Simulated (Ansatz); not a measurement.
# GaClF radical (SMILES [F][Ga][Cl]): a rigid scan of the angle F1–Ga2–Cl3

Aim: the energy along the angle F1–Ga2–Cl3, from CCSD(T) and from cheaper methods, relative to the minimum. No other atom is relaxed.

Computed with Ansatz 0.2.0, Gaussian basis. Level: single points in def2-TZVPP.

Levels: PBE-D4, r2SCAN-D4, PBE0-D4, B3LYP-D4, wB97M-V, Hartree-Fock, MP2, CCSD, CCSD(T). The scan takes 93.7, 99.7, 105.7, 111.7, 117.7, 123.7, 129.7, 135.7, 141.7°.

Correlated methods freeze the cores. Filled d shells of the heavier atoms are correlated. Orbitals are unrestricted. B3LYP uses VWN-RPA correlation.

18 further runs of the same task are left out: 18 set aside as unsound or not needed.

## Step 1: The system as given

3 atoms, charge 0, spin multiplicity 2.

Atoms are counted from 1 here; the program's logs count them from 0.

Bond lengths: F1–Ga2 1.709 Å, Ga2–Cl3 2.253 Å. Angles: F1–Ga2–Cl3 144.2°.

As a file:

```xyz
3
charge 0, multiplicity 2
F    -1.53230    0.52330   -0.79020
Ga   -0.03560    0.41680    0.02860
Cl    1.55700   -1.00490    0.74830
```

## Step 2: A first relaxation in a small basis

The input, pre/in.yaml:

```yaml
crystal:
  periodic: [false, false, false]
  atoms:
    - {symbol: F, position_ang: [-1.532300, 0.523300, -0.790200]}
    - {symbol: Ga, position_ang: [-0.035600, 0.416800, 0.028600]}
    - {symbol: Cl, position_ang: [1.557000, -1.004900, 0.748300]}
basis:
  gaussian: {orbitals: def2-SVP}
magnetization: {spin_polarized: true, initial_magnetization: 1}
hamiltonian: {xc: pbe, dispersion: d4}
relax: {f_tol: 0.03, max_steps: 250}
```

The command line of these runs was not kept.

The runs that follow: Finding the minimum; The minimum at every level; F1–Ga2–Cl3 = 93.7°; F1–Ga2–Cl3 = 99.7°; F1–Ga2–Cl3 = 105.7°; F1–Ga2–Cl3 = 111.7°; F1–Ga2–Cl3 = 117.7°; F1–Ga2–Cl3 = 123.7°; F1–Ga2–Cl3 = 129.7°; F1–Ga2–Cl3 = 135.7°; F1–Ga2–Cl3 = 141.7°.

Q: Predict the outcome of this session. Wanted: highest point, CCSD(T); lowest point, CCSD(T); minimum along the scan, CCSD(T); RMS deviation from CCSD(T); largest T1 diagnostic.

The runs gave:

| quantity | value |
| --- | --- |
| highest point, CCSD(T) | 284 meV at 93.7° |
| lowest point, CCSD(T) | 0 meV at 117.7° |
| minimum along the scan, CCSD(T) | 116.9° |
| curvature there | 0.84 meV/deg² |
| RMS deviation from CCSD(T) | PBE-D4 28, r2SCAN-D4 11, PBE0-D4 14, B3LYP-D4 19, wB97M-V 11, Hartree-Fock 32, MP2 4, CCSD 5 meV |
| largest T1 diagnostic | 0.016 |

In words: A polynomial through the near points puts the CCSD(T) minimum 0.8° below the PBE0-D4 value. Curvature against CCSD(T): PBE-D4 -20 %, Hartree-Fock +20 %. MP2 follows the CCSD(T) curve best and Hartree-Fock worst.
